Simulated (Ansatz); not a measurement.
# BiTe (R-3m) in Ansatz: a series of runs

Aim: see how the results for BiTe move with the level of theory and the settings. Levels: BLYP, r2SCAN. Tasks: relaxation of cell and atoms.

Program: Ansatz 0.2.0. These are calculated values, not measurements. Logs are shortened: lines on timing, memory, paths and dates and some standing lists are left out, and cuts for length are marked.

## (1) Starting point

It takes space group R-3m (No. 166, trigonal). Conventional cell: a = 4.845 Å, b = 4.845 Å, c = 9.952 Å, α = 90.00°, β = 90.00°, γ = 120.00°. Bi (site symmetry -3m) is surrounded by 6 Te at 3.25 Å. Te (site symmetry -3m) is surrounded by 6 Bi at 3.25 Å.

The cell comes from a database or a generator and needn't be the stable form of this composition.

## (2) Relaxation of cell and atoms, BLYP

File input.yaml:

```yaml
crystal:
  lattice:
    - [2.4227077728, 1.3987509848, 3.3172919545]
    - [-2.4227077728, 1.3987509848, 3.3172919545]
    - [0.0, -2.7975019696, 3.3172919545]
  atoms:
    - { symbol: Bi, position: [0.5, 0.5, 0.5] }
    - { symbol: Te, position: [0.0, 0.0, 0.0] }
hamiltonian:
  xc: blyp
  pseudopotentials: { kind: paw }
kpoints:
  mp_grid: { grid: [7, 7, 7] }
scf:
  occupations: { method: fermi_dirac, width: 0.05 }
output:
  forces: true
  stress: true
  eigenvalues: true
relax:
  f_tol: 0.01
  max_steps: 40
  cell: { stress_tol: 0.05 }
```

Potentials or basis: Ansatz PAW.

On the command line:

```bash
> ansatz run input.yaml --threads 2 --pin off --max-ram 5632MiB --backend cpu --events-out ev --progress --plain --runs-dir out
```

The program printed:

```text
Warning: RAYON_NUM_THREADS=2 ignored (pool sized by the plan → 2); use --threads N
Engine: ansatz 0.2.0, x86_64-unknown-linux-gnu
Pseudopotentials: kind: paw
Pseudopotential: Bi, paw, valence charge 15, recommended cutoff 420 eV (normal), Bi.paw.azcp
Pseudopotential: Te, paw, valence charge 16, recommended cutoff 420 eV (normal), Te.paw.azcp
Functional definition: BLYP
  parameter beta = 0.0042
  parameter a = 0.04918
  parameter b = 0.132
  parameter c = 0.2533
  parameter d = 0.349
  exchange = b88_x(beta = beta)
  correlation = lyp_c(a = a, b = b, c = c, d = d)
Crystal: 2 atoms, lattice volume = 67.449 Å³
Basis set: ecut = 420 eV, 1307 PW (Γ), exchange–correlation on 60×60×60 points (8 copies of the dense FFT grid, shifted against one another)
Bands: 20, of which v1, the nominal top of the filled ones, is band 16 counted from 1 (15 counted from 0)
Symmetry: 12 space group operations
Space group: R-3m (ITA 166), of the structure as read, at distance tolerance 4.1e-5 Å
k-points: 44 of 343
Non-local potential: Bi, projectors of the file, l = 0: 2, l = 1: 2, l = 2: 2, l = 3: 2
Non-local potential: Te, projectors of the file, l = 0: 2, l = 1: 2, l = 2: 2, l = 3: 2
PAW form: soft (Blöchl's): semilocal exchange-correlation on the pseudo side does not see the compensation charge
PAW frozen core: Bi, regenerated for the run's functional, and the local potential with it (the file was generated under x = pbe(κ = 0.804, μ = 0.2195149727645171), c = pbe(β = 0.06672455060314922))
PAW frozen core: Te, regenerated for the run's functional, and the local potential with it (the file was generated under x = pbe(κ = 0.804, μ = 0.2195149727645171), c = pbe(β = 0.06672455060314922))
PAW one-centre angular grid: Bi, 590 points (default); XC on 64 Gauss nodes
PAW one-centre angular grid: Te, 590 points (default); XC on 64 Gauss nodes
Initial density: superposition of atomic densities (neutral atoms: chi_scale 0, normalization atom), corrected by the library's trained network
Initial wavefunctions: pseudopotential atomic-orbital guess
Functional: x = b88, c = lyp
SCF iter   1: F=—  HF=-19422.516442 eV  |F-HF|=—  |Δ(HF+E_count)|=         —  Δρ=5.32e-3  dr2=2.41e-2  ethr=1.77e-3  ⟨swp⟩=6.7  Hψ=4739  notcnv=0
preconditioner: auto → Kerker (q_TF=auto, 2.397 Å⁻¹)  [metal: Δε(μ)=0.104 eV  Ē_g=9.557 eV  σ=0.050 eV  W_gap=0.46  n_scr=14 (ndim 8)  ℏωp=15.0 eV  f_vac=0.001  D(μ)=1.38/eV (n_scr^D=8)]
SCF iter   2: F=—  HF=-19422.511059 eV  |F-HF|=—  |Δ(HF+E_count)|=   5.38e-3  Δρ=3.31e-3  dr2=9.56e-3  ethr=7.77e-5  ⟨swp⟩=1.3  Hψ=1266  notcnv=0
SCF iter   3: F=—  HF=-19422.508595 eV  |F-HF|=—  |Δ(HF+E_count)|=   2.46e-3  Δρ=8.31e-4  dr2=8.17e-4  ethr=3.08e-5  ⟨swp⟩=2.5  Hψ=1123  notcnv=0
SCF iter   4: F=—  HF=-19422.508481 eV  |F-HF|=—  |Δ(HF+E_count)|=   1.14e-4  Δρ=3.07e-4  dr2=1.26e-4  ethr=2.64e-6  ⟨swp⟩=3.0  Hψ=1604  notcnv=0
SCF iter   5: F=—  HF=-19422.508508 eV  |F-HF|=—  |Δ(HF+E_count)|=   2.68e-5  Δρ=9.98e-5  dr2=7.43e-6  ethr=4.06e-7  ⟨swp⟩=2.0  Hψ=1107  notcnv=0
SCF iter   6: F=—  HF=-19422.508512 eV  |F-HF|=—  |Δ(HF+E_count)|=   3.82e-6  Δρ=2.30e-5  dr2=4.44e-7  ethr=2.40e-8  ⟨swp⟩=2.0  Hψ=1566  notcnv=0
SCF iter   7: F=-19422.508512 eV  HF=-19422.508512 eV  |F-HF|=2.05e-8  |Δ(HF+E_count)|=   7.32e-7  Δρ=5.24e-6  dr2=2.38e-8  ethr=3.23e-10  ⟨swp⟩=7.8  Hψ=4598  notcnv=0
SCF 1 converged in 7 iterations: F = -19422.508512 eV  dr2 = 2.38e-8
relax step   1: F+E_penalty+E_count = -19422.50851243 eV  Δ(F+E_penalty+E_count) = +0.000e0 eV  max|allowed force component| = 3.359e-29 eV/Å  Δτ_max = 0.0000 Å  P = +3.817 GPa  Ω = 67.449 Å³  (7 SCF iters, dr2 threshold 1.00e-7 eV, accepted)
Crystal: 2 atoms, lattice volume = 75.042 Å³
Basis set: ecut = 420 eV, 1475 PW (Γ), exchange–correlation on 60×60×60 points (8 copies of the dense FFT grid, shifted against one another)
Initial density: handed on by an earlier stage of this run
Initial wavefunctions: those handed on with the density
[... 74 lines left out ...]
Basis set: ecut = 420 eV, 1453 PW (Γ), exchange–correlation on 64×64×64 points (8 copies of the dense FFT grid, shifted against one another)
iter 1 solved again at ethr=4.03e-8 eV; its pass at ethr=3.10e-3 eV (dr2=1.25e-5 eV) is discarded
SCF iter   1: F=—  HF=-19422.597257 eV  |F-HF|=—  |Δ(HF+E_count)|=         —  Δρ=1.64e-4  dr2=1.89e-5  ethr=4.03e-8  ⟨swp⟩=3.3  Hψ=6436  notcnv=0
preconditioner: auto → LDOS  [metal: Δε(μ)=0.038 eV  Ē_g=9.193 eV  σ=0.050 eV  W_gap=0.18  n_scr=14 (ndim 8)  ℏωp=14.3 eV  f_vac=0.030  D(μ)=2.19/eV (n_scr^D=14)  β→1.0]
SCF iter   2: F=—  HF=-19422.597250 eV  |F-HF|=—  |Δ(HF+E_count)|=   7.13e-6  Δρ=4.22e-5  dr2=9.54e-7  ethr=4.03e-8  ⟨swp⟩=2.0  Hψ=1127  notcnv=0
SCF iter   3: F=-19422.597250 eV  HF=-19422.597250 eV  |F-HF|=4.49e-8  |Δ(HF+E_count)|=   2.38e-7  Δρ=7.93e-6  dr2=5.40e-8  ethr=1.93e-10  ⟨swp⟩=7.6  Hψ=4707  notcnv=0
SCF 9 converged in 3 iterations: F = -19422.597250 eV  dr2 = 5.40e-8
relax step   9: F+E_penalty+E_count = -19422.59725001 eV  Δ(F+E_penalty+E_count) = -2.952e-4 eV  max|allowed force component| = 1.378e-28 eV/Å  Δτ_max = 0.0000 Å  P = +0.022 GPa  Ω = 74.372 Å³  energy of the carried Pulay correction = -2.102e-5 eV  (3 SCF iters, dr2 threshold 5.99e-8 eV, accepted)
Crystal: 2 atoms, lattice volume = 74.437 Å³
iter 1 solved again at ethr=3.79e-8 eV; its pass at ethr=3.10e-3 eV (dr2=1.18e-5 eV) is discarded
SCF iter   1: F=—  HF=-19422.597295 eV  |F-HF|=—  |Δ(HF+E_count)|=         —  Δρ=8.66e-5  dr2=5.34e-6  ethr=3.79e-8  ⟨swp⟩=4.0  Hψ=5936  notcnv=0
preconditioner: auto → LDOS  [metal: Δε(μ)=0.040 eV  Ē_g=9.190 eV  σ=0.050 eV  W_gap=0.19  n_scr=14 (ndim 8)  ℏωp=14.3 eV  f_vac=0.031  D(μ)=2.21/eV (n_scr^D=14)  β→1.0]
SCF iter   2: F=—  HF=-19422.597284 eV  |F-HF|=—  |Δ(HF+E_count)|=   1.11e-5  Δρ=2.32e-5  dr2=2.83e-7  ethr=1.72e-8  ⟨swp⟩=2.0  Hψ=1123  notcnv=0
SCF iter   3: F=—  HF=-19422.597284 eV  |F-HF|=—  |Δ(HF+E_count)|=   1.06e-7  Δρ=4.79e-6  dr2=1.76e-8  ethr=9.12e-10  ⟨swp⟩=2.0  Hψ=1131  notcnv=0
SCF iter   4: F=-19422.597284 eV  HF=-19422.597284 eV  |F-HF|=8.51e-10  |Δ(HF+E_count)|=   2.31e-8  Δρ=1.74e-6  dr2=1.68e-9  ethr=2.45e-11  ⟨swp⟩=5.8  Hψ=3946  notcnv=0
SCF 10 converged in 4 iterations: F = -19422.597284 eV  dr2 = 1.68e-9
relax step  10: F+E_penalty+E_count = -19422.59728424 eV  Δ(F+E_penalty+E_count) = -3.423e-5 eV  max|allowed force component| = 1.735e-29 eV/Å  Δτ_max = 0.0000 Å  P = +0.001 GPa  Ω = 74.437 Å³  energy of the carried Pulay correction = -3.296e-5 eV  (4 SCF iters, dr2 threshold 7.60e-9 eV, accepted)
iter 1 solved again at ethr=2.94e-7 eV; its pass at ethr=3.10e-3 eV (dr2=9.12e-5 eV) is discarded
SCF iter   1: F=—  HF=-19422.597162 eV  |F-HF|=—  |Δ(HF+E_count)|=         —  Δρ=6.91e-5  dr2=9.34e-8  ethr=2.94e-7  ⟨swp⟩=3.2  Hψ=7215  notcnv=0
eigensolver tolerance schedule: the retry pair's looser diagonalisation over-reported the residual by 975.13 of it (diagonalisation noise at 0.10 of the residual, at the tolerance the schedule requests for it); recorded, not acted on — ethr = c·dr2/N_el stays at c = 1.0e-1
SCF iter   2: F=—  HF=-19422.597316 eV  |F-HF|=—  |Δ(HF+E_count)|=   1.54e-4  Δρ=3.98e-6  dr2=6.86e-9  ethr=3.01e-10  ⟨swp⟩=3.3  Hψ=2178  notcnv=0
SCF iter   3: F=—  HF=-19422.597316 eV  |F-HF|=—  |Δ(HF+E_count)|=   1.02e-8  Δρ=1.39e-6  dr2=1.09e-9  ethr=2.21e-11  ⟨swp⟩=2.0  Hψ=1569  notcnv=0
SCF iter   4: F=—  HF=-19422.597316 eV  |F-HF|=—  |Δ(HF+E_count)|=   7.93e-9  Δρ=2.77e-7  dr2=4.88e-11  ethr=3.52e-12  ⟨swp⟩=2.0  Hψ=1566  notcnv=0
SCF iter   5: F=-19422.597316 eV  HF=-19422.597316 eV  |F-HF|=0.00e0  |Δ(HF+E_count)|=  3.35e-10  Δρ=5.75e-8  dr2=1.87e-12  ethr=1.00e-12  ⟨swp⟩=7.5  Hψ=4752  notcnv=0
SCF 11 converged in 5 iterations: F = -19422.597316 eV  dr2 = 1.87e-12
relax step  11: F+E_penalty+E_count = -19422.59731573 eV  Δ(F+E_penalty+E_count) = -3.149e-5 eV  max|allowed force component| = 1.670e-29 eV/Å  Δτ_max = 0.0000 Å  P = +0.001 GPa  Ω = 74.437 Å³  stress off target by 5.04e-3 GPa  SCF on the basis re-selected at this cell (its energy is not comparable with the rows above)  (5 SCF iters)
basis re-selected at this cell: Δ(F+E_penalty+E_count) = -3.149e-5 eV, ΔP = -0.000 GPa vs the last step (what re-selecting the basis moved, of the pressure what is left beyond the Pulay correction that the steps carried, after the strain that the cell walked since its last selection, with what the two solves' SCF thresholds leave and, on support functions, any second-order correction that the steps lacked; it is no measure of the basis error at this ecutwfc). This SCF's stress stands 5.04e-3 GPa from its target on what of the cell is left free (relax.cell.stress_tol is 5.00e-2 GPa) and its largest allowed force component is 1.67e-29 eV/Å (relax.f_tol is 1.00e-2 eV/Å): within both
SCF converged after 5 iterations
Free energy (F): -19422.597316 eV
Harris-Foulkes:  -19422.597316 eV  (|F-HF|=0.00e0)
Internal energy: -19422.579710 eV  (E = F + TS)
E sigma→0 (E₀):  -19422.588513 eV
Entropy (-TS):   -0.017606 eV (-8.803 meV/atom)
Fermi energy:    8.850425 eV
--- Per-component energies (eV) ---
  E_band       = -387.728940
  E_kinetic    = 482.269633
  E_local      = -2910.527590  (includes V_loc(G=0)·N_el)
  E_nonlocal   = 244.130459
  E_hartree    = 1349.009478
  E_xc         = -270.866991
  E_vxc        = -241.920468  (∫ρ·V_xc dr)
  E_paw        = -15374.502393  (= ΣΔE_a)
  E_vpaw       = -659.699276  (= ΣTr[D̂ρ^β])
  E_aug_tail   = -0.000707  (compensation charges beyond the density's cutoff)
  E_ewald      = -2941.979119
  E_core_change = -0.112480  (= ΣΔE_core)
  E_smearing   = -0.017606  (= −TS)
  E_closure    = 0.000000  (closes the sum)
  Σ components = -19422.597316   (vs F -19422.597316, Δ=0.00e0)
--- Forces (eV/Å), atoms counted from 1 ---
  atom   1  Bi     0.00000000     0.00000000    -0.00000000
  atom   2  Te     0.00000000     0.00000000    -0.00000000
  max |Σ_I F_I| component: 3.39e-29 eV/Å
--- Stress (GPa, compression-positive) ---
       -0.001604      -0.000000       0.000000
        0.000000      -0.001604       0.000000
        0.000000       0.000000       0.005037
  P = ⅓ Tr σ = 0.0006 GPa (0.006 kbar)
--- Band table (eV; the first three rows and the last of 44) ---
  k-point 0: bands = ["-28.1391", "-28.1391", "-28.1323", "-28.1323", "-28.1292", "-14.2360", "-14.2360", "-14.2323", "-14.2323", "-14.2292", "-4.1012", "0.2456", "6.4669", "6.4669", "6.6846", "10.6635", "10.7672", "10.7672", "13.8208", "13.8208"]
  k-point 1: bands = ["-28.1391", "-28.1390", "-28.1323", "-28.1323", "-28.1291", "-14.2362", "-14.2355", "-14.2327", "-14.2321", "-14.2286", "-3.9455", "-0.0766", "6.5363", "6.6010", "6.7310", "10.0948", "10.2049", "10.2325", "13.8050", "14.1392"]
  k-point 2: bands = ["-28.1390", "-28.1389", "-28.1323", "-28.1321", "-28.1290", "-14.2370", "-14.2354", "-14.2326", "-14.2317", "-14.2269", "-3.4897", "-0.8740", "6.7504", "6.8850", "6.9080", "9.0586", "9.2528", "9.2823", "14.2779", "15.0523"]
  k-point 43: bands = ["-28.1391", "-28.1390", "-28.1319", "-28.1319", "-28.1290", "-14.2395", "-14.2383", "-14.2281", "-14.2277", "-14.2276", "-2.3929", "-2.0563", "5.6681", "6.6466", "6.6931", "8.7232", "8.8162", "10.0380", "15.5322", "15.8962"]
--- Relaxed structure (9 steps of the walk, 9 accepted, 2 SCFs on fresh bases) ---
  F+E_penalty+E_count = -19422.59731573 eV   max|allowed force component| = 1.670e-29 eV/Å   (the final SCF, on the basis selected at the relaxed cell)
  cell:  # Å, volume = 74.4369 Å³
    - [2.3834893171420735, 1.3761081988625734, 3.7824341874361296]
    - [-2.3834893171420735, 1.3761081988625734, 3.7824341874361296]
    - [5.274588875821342e-17, -2.752216397725147, 3.7824341874361296]
  atoms:
    - { symbol: Bi, position: [0.5, 0.5, 0.5] }
    - { symbol: Te, position: [5.012513620193536e-35, 5.271205325296585e-35, 4.711580520906908e-35] }
```

Wall time 14 s (2 threads of Intel Xeon Platinum 8488C (Sapphire Rapids), shared host); peak memory 0.45 GiB.

What came out:

```yaml
Free_energy: -19422.5973 eV
Relaxed_volume: 37.22 Å³/atom
Relaxed_cell: a = 4.678 Å, b = 4.678 Å, c = 4.678 Å, α = 61.27°, β = 61.27°, γ = 61.27°
Space_group_after_relaxing_to_0.05_Å: R-3m (No. 166)
Energy_gained_by_relaxing: 44.4 meV/atom
Ionic_steps: 11
Pressure_after_relaxing: 0.0 GPa
Band_gap_on_the_k_mesh: none (metal or under the smearing width)
```

The path:
```tsv
step	energy change (eV)	largest force (eV/Å)	volume (Å³)
1	0.0000	0.0000	67.45
2	-0.0639	0.0000	75.04
3	-0.0727	0.0000	74.03
4	-0.0803	0.0000	73.54
5	-0.0855	0.0000	73.73
6	-0.0859	0.0000	74.08
7	-0.0860	0.0000	74.26
8	-0.0884	0.0000	74.26
9	-0.0887	0.0000	74.37
10	-0.0888	0.0000	74.44
11	-0.0888	0.0000	74.44
```

Final structure:
```
CELL_PARAMETERS angstrom
2.38349 1.37611 3.78243
-2.38349 1.37611 3.78243
0.00000 -2.75222 3.78243
ATOMIC_POSITIONS crystal
Bi 0.50000 0.50000 0.50000
Te 0.00000 0.00000 0.00000
```

Levels at points of the mesh, in eV from the Fermi level:
| k point | band 13 | band 14 | band 15 | band 16 | band 17 | band 18 |
| --- | --- | --- | --- | --- | --- | --- |
| (0.00, 0.00, 0.00) | -2.38 | -2.38 | -2.17 | 1.81 | 1.92 | 1.92 |

Caveat: the plane-wave basis is chosen anew once the cell has moved, so the energies of steps on either side of that aren't comparable; spin-orbit coupling is left out, which moves the levels of the heavy elements; the PAW data sets come from PBE, with cores solved anew for the run's functional, which leaves a small shift of forces and pressure.

## (3) Relaxation of cell and atoms, r2SCAN

Edit input.yaml of step 2 so:

```diff
@@ -9,3 +9,3 @@
 hamiltonian:
-  xc: blyp
+  xc: r2scan
   pseudopotentials: { kind: paw }
```

Potentials or basis: Ansatz PAW.

On the command line:

```bash
> ansatz run input.yaml --threads 2 --pin off --max-ram 5632MiB --backend cpu --events-out ev --progress --plain --runs-dir out
```

It took 10 s on 2 threads of Intel Xeon Platinum 8488C (Sapphire Rapids), shared host; peak memory 0.59 GiB.

The run converged. Its results:

```
Free energy                            : -19405.9856 eV
Relaxed volume                         : 33.33 Å³/atom
Relaxed cell                           : a = 4.322 Å, b = 4.322 Å, c = 4.322 Å, α = 67.89°, β = 67.89°, γ = 67.89°
Space group after relaxing (to 0.05 Å) : R-3m (No. 166)
Energy gained by relaxing              : 0.8 meV/atom
Ionic steps                            : 4
Pressure after relaxing                : 0.0 GPa
Band gap on the k mesh                 : none (metal or under the smearing width)
```

The path:
| step | energy change (eV) | largest force (eV/Å) | volume (Å³) |
| --- | --- | --- | --- |
| 1 | 0.0000 | 0.0000 | 67.45 |
| 2 | -0.0013 | 0.0000 | 66.25 |
| 3 | -0.0016 | 0.0000 | 66.65 |
| 4 | -0.0015 | 0.0000 | 66.65 |

Final structure:
```
CELL_PARAMETERS angstrom
2.41330 1.39332 3.30364
-2.41330 1.39332 3.30364
0.00000 -2.78664 3.30364
ATOMIC_POSITIONS crystal
Bi 0.50000 0.50000 0.50000
Te 0.00000 0.00000 0.00000
```

Levels at points of the mesh, in eV from the Fermi level:
```tsv
k point	band 13	band 14	band 15	band 16	band 17	band 18
(0.00, 0.00, 0.00)	-3.23	-3.23	-1.87	1.91	2.66	2.66
```

Caveat: the plane-wave basis is chosen anew once the cell has moved, so the energies of steps on either side of that aren't comparable; spin-orbit coupling is left out, which moves the levels of the heavy elements; the PAW data sets come from PBE, with cores solved anew for the run's functional, which leaves a small shift of forces and pressure.
